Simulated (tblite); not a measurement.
# C2H13NSeSi3: the cost of one run

Programs: tblite 0.8.0 and PySCF 2.14.0, with density-fitted response routines of our own. Each step states its level of theory. These are calculated values for one molecule in the gas phase, unless marked as measured. Atoms are numbered from 0 throughout.

**1. Starting geometry**

20 atoms, charge 0, multiplicity 1; geometry from: force field or distance geometry start.

Bonds of the start (Å): C0–Si1 1.86, Si1–N2 1.77, Si1–Si3 2.23, Si1–Se4 2.29, Se4–C5 1.95, C5–Si6 1.87, C0–H7 1.12, C0–H8 1.11, C0–H9 1.11, N2–H10 1.05, N2–H11 1.05, Si3–H12 1.48, Si3–H13 1.48, Si3–H14 1.46, C5–H15 1.10, C5–H16 1.11, Si6–H17 1.47, Si6–H18 1.46, Si6–H19 1.47.

**2. Relaxing the molecule with GFN2-xTB**

The job: settings as JSON, then the geometry in Å.

```
{"job": {"kind": "relax", "xc": "GFN2-xTB", "basis": "xTB"}, "charge": 0, "multiplicity": 1}
C     -2.504900     0.442100     1.455200
Si    -1.109400    -0.114700     0.359900
N     -1.636200    -0.162800    -1.332300
Si    -0.477800    -2.159600     0.994500
Se     0.639900     1.337200     0.604200
C      1.648800     0.495700    -0.839200
Si     3.269500     1.405600    -1.064000
H     -2.827400     1.465900     1.151500
H     -3.359800    -0.262000     1.353700
H     -2.182500     0.466600     2.517700
H     -1.965600     0.804900    -1.576000
H     -2.493700    -0.775700    -1.369500
H     -1.640900    -3.068000     0.944900
H      0.030100    -2.115100     2.380800
H      0.576600    -2.653200     0.111200
H      1.077900     0.543900    -1.772900
H      1.869600    -0.557500    -0.576600
H      4.039500     1.337500     0.189900
H      4.036700     0.772300    -2.135900
H      3.004400     2.807600    -1.400200
```

Command:

```console
$ OMP_NUM_THREADS=1 python probes_run.py task.json out
```

The driver reads the jobs from task.json and runs them one after another.

**Question.** How long does this first job take on 1 thread of Arm Neoverse V1, shared host, and how much memory does it need?

About 1.6 s, with a peak of 0.18 GiB.
